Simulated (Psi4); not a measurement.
# B3LYP/6-31G(d) (Cartesian functions) run of C2H7NSi (SMILES C=NC[SiH3])

Aim: the energy change on altering one bond length of C2H7NSi at B3LYP/6-31G* (Cartesian functions), from 2 runs. 

Program for the calculation: Psi4 1.11.

2 further runs of the same task are left out: 2 set aside as unsound or not needed.

## (1) Starting point

C2H7NSi has 11 atoms, charge 0, and is taken as a singlet. As SMILES, `C=NC[SiH3]`. The coordinates come from a PBE0-D4/def2-TZVP relaxation. This is one conformer, not always the lowest.

Bond lengths: C1–N2 1.259 Å, N2–C3 1.436 Å, C3–Si4 1.892 Å, C1–H5 1.089 Å, C1–H6 1.099 Å, C3–H7 1.095 Å, C3–H8 1.102 Å, Si4–H9 1.487 Å, Si4–H10 1.484 Å, Si4–H11 1.488 Å. Some angles: C1–N2–C3 118.6°, N2–C3–Si4 109.5°, N2–C1–H5 119.2°, N2–C1–H6 123.3°, N2–C3–H7 109.0°, N2–C3–H8 113.6°, Si4–C3–H7 106.9°, Si4–C3–H8 109.5°, C3–Si4–H9 109.5°, C3–Si4–H10 110.5°.

## (2) The energy at B3LYP/6-31G(d) (Cartesian functions)

File c2h7nsi.dat:

```
memory 1.6 GB

molecule {
  C     -1.20829088     3.53246504     0.68767134
  N     -1.88708051     1.34756370     0.03401507
  C     -0.56502811    -0.78801579     1.06315992
  Si     1.33471356    -2.37614163    -1.51688316
  H     -2.16543717     5.16556636    -0.11943069
  H      0.31539529     3.89094609     2.05337641
  H     -1.94622894    -2.17583066     1.73457961
  H      0.69012798    -0.30556871     2.65412034
  H      3.26847031    -0.58827174    -2.49424951
  H     -0.33977276    -3.18040907    -3.61788067
  H      2.62653034    -4.63001798    -0.43917235
  units bohr
  symmetry c1
  no_reorient
  no_com
}

set globals {
  puream               false
  e_convergence        1e-09
  d_convergence        1e-08
  scf_type             pk
  dft_radial_points    99
  dft_spherical_points 590
}

e_tot, wfn = energy("b3lyp/6-31G*", return_wfn=True)
oeprop(wfn, "QUADRUPOLE", "MAYER_INDICES", "WIBERG_LOWDIN_INDICES")
```

Launch:

```console
psi4 -n 1 c2h7nsi.dat c2h7nsi.out
```

c2h7nsi.out:

```text
[...]
  Running in c1 symmetry.
[...]
  Nuclear repulsion =  156.461324329471267
[...]
  Multiplicity = 1
[...]
  Nalpha       = 20
  Nbeta        = 20
[...]
    Number of basis functions: 78
[...]
   @RKS iter   1:  -424.39120129319349   -3.78668e-01   8.52909e-03 DIIS/ADIIS
[...]
   @RKS iter  12:  -424.63357592701669   -5.68434e-14   1.93373e-09 DIIS
[...]
    Orbital Energies [Eh]
    ---------------------
    Doubly Occupied:
       1A    -66.125170     2A    -14.339091     3A    -10.224126
       4A    -10.206512     5A     -5.278105     6A     -3.636409
       7A     -3.636240     8A     -3.636083     9A     -0.926689
      10A     -0.714618    11A     -0.587075    12A     -0.527614
      13A     -0.479317    14A     -0.469890    15A     -0.410755
      16A     -0.368180    17A     -0.344930    18A     -0.340033
      19A     -0.283384    20A     -0.256432
[...]
  @RKS Final Energy:  -424.63357592701669
   => Energetics <=
    Nuclear Repulsion Energy =            156.4613243294712674
    One-Electron Energy =                -892.7573549238761643
    Two-Electron Energy =                 344.9883017070883398
    DFT Exchange-Correlation Energy =     -33.3258470397001290
    Empirical Dispersion Energy =           0.0000000000000000
    VV10 Nonlocal Energy =                  0.0000000000000000
    Total Energy =                       -424.6335759270166932
[...]
 Multipole Moments:
 ------------------------------------------------------------------------------------
     Multipole            Electronic (a.u.)      Nuclear  (a.u.)        Total (a.u.)
 ------------------------------------------------------------------------------------
 L = 1.  Multiply by 2.5417464519 to convert [e a0] to [Debye]
 Dipole X            :          3.0036413           -2.7144026            0.2892387
 Dipole Y            :          9.3473726           -9.1899271            0.1574455
 Dipole Z            :         11.1925902          -10.7219281            0.4706622
 Magnitude           :                                                    0.5744310
 L = 2.  Multiply by 1.3450342976 to convert [e a0^2] to [Debye ang]
 Quadrupole XX       :       -114.1665935           87.2929770          -26.8736164
 Quadrupole XY       :        104.6242383         -104.0770073            0.5472310
[...]
```

Wall time 15 s (1 thread of Intel Xeon 6975P-C (Granite Rapids), shared host); peak memory 0.91 GiB.

## (3) The distorted shape at the same level

File c2h7nsi.inp:

```
memory 1600 MB

molecule system {
  0 1
  C
  N 1 r2
  C 2 r3 1 a3
  Si 3 r4 2 a4 1 d4
  H 1 r5 2 a5 3 d5
  H 1 r6 5 a6 2 d6
  H 3 r7 2 a7 1 d7
  H 3 r8 7 a8 2 d8
  H 4 r9 3 a9 7 d9
  H 4 r10 9 a10 3 d10
  H 4 r11 9 a11 10 d11

  r2 = 1.259154
  r3 = 1.436369
  a3 = 118.64263
  r4 = 1.892338
  a4 = 109.54881
  d4 = -110.82694
  r5 = 1.088944
  a5 = 119.22832
  d5 = 178.40439
  r6 = 1.099273
  a6 = 117.52066
  d6 = -179.79142
  r7 = 1.095352
  a7 = 108.99531
  d7 = 132.52285
  r8 = 1.102332
  a8 = 108.03538
  d8 = 123.91104
  r9 = 1.486521
  a9 = 109.51632
  d9 = -179.46645
  r10 = 1.7067
  a10 = 109.44439
  d10 = 121.31105
  r11 = 1.488316
  a11 = 109.09736
  d11 = 119.62015
  units angstrom
  symmetry c1
}

set {
  reference            rks
  puream               false
  e_convergence        1e-09
  d_convergence        1e-08
  scf_type             pk
  dft_radial_points    99
  dft_spherical_points 590
}

E, wfn = energy("b3lyp/6-31G*", return_wfn=True)
oeprop(wfn, "QUADRUPOLE", "MAYER_INDICES", "LOWDIN_CHARGES")
```

Launch:

```console
psi4 -n 1 c2h7nsi.inp c2h7nsi.out
```

c2h7nsi.out:

```text
[...]
  Running in c1 symmetry.
[...]
  Nuclear repulsion =  155.625983426596292
[...]
  Multiplicity = 1
[...]
  Nalpha       = 20
  Nbeta        = 20
[...]
    Number of basis functions: 78
[...]
   @RKS iter   1:  -424.37844448395737   -4.17224e-01   8.54551e-03 ADIIS/DIIS
[...]
   @RKS iter  12:  -424.62142940343426   -4.54747e-13   2.09508e-09 DIIS
[...]
    Orbital Energies [Eh]
    ---------------------
    Doubly Occupied:
       1A    -66.139985     2A    -14.340564     3A    -10.225701
       4A    -10.209940     5A     -5.289333     6A     -3.647908
       7A     -3.647611     8A     -3.647443     9A     -0.928497
      10A     -0.716851    11A     -0.588685    12A     -0.522966
      13A     -0.481012    14A     -0.471754    15A     -0.411329
      16A     -0.370679    17A     -0.346928    18A     -0.322189
      19A     -0.285626    20A     -0.257865
[...]
  @RKS Final Energy:  -424.62142940343426
   => Energetics <=
    Nuclear Repulsion Energy =            155.6259834265962922
    One-Electron Energy =                -890.9655773260936940
    Two-Electron Energy =                 344.0044847323333101
    DFT Exchange-Correlation Energy =     -33.2863202362700861
    Empirical Dispersion Energy =           0.0000000000000000
    VV10 Nonlocal Energy =                  0.0000000000000000
    Total Energy =                       -424.6214294034342629
[...]
 Multipole Moments:
 ------------------------------------------------------------------------------------
     Multipole            Electronic (a.u.)      Nuclear  (a.u.)        Total (a.u.)
 ------------------------------------------------------------------------------------
 L = 1.  Multiply by 2.5417464519 to convert [e a0] to [Debye]
 Dipole X            :          0.5992164           -0.3920785            0.2071379
 Dipole Y            :          1.0585334           -1.5729748           -0.5144414
 Dipole Z            :         -0.0158060           -0.4453568           -0.4611628
 Magnitude           :                                                    0.7212678
 L = 2.  Multiply by 1.3450342976 to convert [e a0^2] to [Debye ang]
 Quadrupole XX       :       -143.6277490          117.9646241          -25.6631249
 Quadrupole XY       :        -60.9111046           60.2655990           -0.6455056
[...]
```

Wall time 15 s (1 thread of Intel Xeon 6975P-C (Granite Rapids), shared host); peak memory 0.91 GiB.

## (4) What came out

At B3LYP/6-31G* (Cartesian functions):

```
                                                           quantity          value
                                          first shape: total energy  -424.63358 Eh
                                         first shape: dipole moment         1.46 D
                                           first shape: HOMO energy       -6.98 eV
                                           first shape: LUMO energy       -0.23 eV
                                         first shape: HOMO–LUMO gap        6.75 eV
                                      distorted shape: total energy  -424.62143 Eh
                                     distorted shape: dipole moment         1.83 D
                                       distorted shape: HOMO energy       -7.02 eV
                                       distorted shape: LUMO energy       -0.27 eV
                                     distorted shape: HOMO–LUMO gap        6.74 eV
energy change with the Si4–H10 bond stretched from 1.484 to 1.707 Å       0.331 eV
```

What this shows: With the Si4–H10 bond stretched from 1.484 to 1.707 Å the energy rises by 0.33 eV (7.6 kcal/mol). The first shape isn't relaxed at this level, so the change isn't measured from a minimum.
